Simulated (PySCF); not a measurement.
# 2,2,4-trimethylpentane (C8H18): geometry, NMR shifts and electronic excitations

Wanted: the NMR shifts and electronic excitations of 2,2,4-trimethylpentane (C8H18) (`CC(C)CC(C)(C)C`), by calculation.

Computed with PySCF 2.14.0, with density-fitted response routines of our own, on a single molecule in the gas phase. Atoms are numbered from 0 throughout.

## 1. The molecule as given

26 atoms, charge 0, multiplicity 1; geometry from: GFN2-xTB.

Bonds of the start (Å): C0–C1 1.53, C1–C2 1.53, C1–C3 1.54, C3–C4 1.54, C4–C5 1.54, C4–C6 1.53, C4–C7 1.53, C0–H8 1.09, C0–H9 1.09, C0–H10 1.09, C1–H11 1.09, C2–H12 1.09, C2–H13 1.09, C2–H14 1.09, C3–H15 1.09, C3–H16 1.09, C5–H17 1.09, C5–H18 1.09, C5–H19 1.09, C6–H20 1.09, C6–H21 1.09, C6–H22 1.09, C7–H23 1.09, C7–H24 1.08, C7–H25 1.09.

## 2. Geometry optimisation at PBE0-D3(BJ)/def2-SVP

Job settings and geometry (Å):

```
{"job": {"xc": "PBE0", "basis": "def2-SVP", "d3": "d3bj", "grid": 1, "kind": "geom"}, "charge": 0, "multiplicity": 1}
C      2.579124     1.161345     0.026946
C      1.393226     0.316159    -0.444733
C      1.837635    -1.139635    -0.564552
C      0.227157     0.531065     0.531272
C     -1.167934    -0.033783     0.183315
C     -2.195140     0.752930     1.010108
C     -1.500229     0.144524    -1.299159
C     -1.296480    -1.510549     0.566700
H      3.413591     1.067682    -0.664736
H      2.306839     2.212609     0.090873
H      2.911079     0.833270     1.010040
H      1.100264     0.675473    -1.435716
H      1.110397    -1.737671    -1.106065
H      1.984909    -1.576227     0.420884
H      2.779723    -1.196768    -1.107112
H      0.520246     0.137914     1.508319
H      0.115163     1.613129     0.642953
H     -1.954860     0.697858     2.069785
H     -2.208351     1.800337     0.715931
H     -3.194253     0.347242     0.865942
H     -2.536687    -0.131114    -1.483603
H     -0.870161    -0.483328    -1.923381
H     -1.365672     1.181218    -1.600043
H     -2.316457    -1.851552     0.399013
H     -0.633569    -2.137994    -0.018975
H     -1.060608    -1.651521     1.619268
```

**Question.** This job is followed by: GIAO PBE0/pcSseg-1 NMR shielding, non-relativistic, gas phase; TDDFT PBE0/def2-SVPD, vertical, gas phase, core orbitals frozen in the response; GIAO HF/pcSseg-1 NMR shielding, non-relativistic, gas phase. What will the session give for the following? point group; rotational constants (main isotopes); 13C shifts against TMS (PBE0/pcSseg-1, means over atoms taken as alike); 1H shifts against TMS (PBE0/pcSseg-1, means over atoms taken as alike); lowest singlet (PBE0/def2-SVPD); brightest single state of those computed; lowest triplet; vertical ionisation energy (ΔSCF); range of the shift of C4.

**Answer**, as computed:

| quantity | value |
| --- | --- |
| point group | C1 |
| rotational constants (main isotopes) | 2.98, 1.22, 1.11 GHz |
| 13C shifts against TMS (PBE0/pcSseg-1, means over atoms taken as alike) | 53.6, 32.0, 30.4, 28.0, 26.0 ppm |
| 1H shifts against TMS (PBE0/pcSseg-1, means over atoms taken as alike) | 1.52, 0.97, 0.95, 0.94 ppm |
| lowest singlet (PBE0/def2-SVPD) | 8.02 eV (155 nm), f = 0.059 |
| brightest single state of those computed | state 3, 8.35 eV, f = 0.071 |
| lowest triplet | 7.90 eV |
| vertical ionisation energy (ΔSCF) | 10.12 eV |
| range of the shift of C4 | 23.8 to 30.4 ppm |

What this shows: The optimisation took 5 steps and gained 0.073 eV; among the close pairs (by a distance rule), C2–H13 changed most, from 1.088 to 1.103 Å. No frequency check was run at this level, so the end point may be a saddle. The lowest singlet, at 8.02 eV, is HOMO→LUMO 0.98 and is bright; of the 10 states computed, the strongest absorption comes from state 3 at 8.35 eV. The lowest triplet lies 0.12 eV below the lowest singlet (triplets in Tamm-Dancoff, singlets in full TDDFT). The orbital energy would give 8.45 eV for ionisation, ΔSCF gives 10.12 eV. Across the 2 runs the shift of C4 moves most, between 23.8 (HF/pcSseg-1) and 30.4 ppm (PBE0/pcSseg-1).
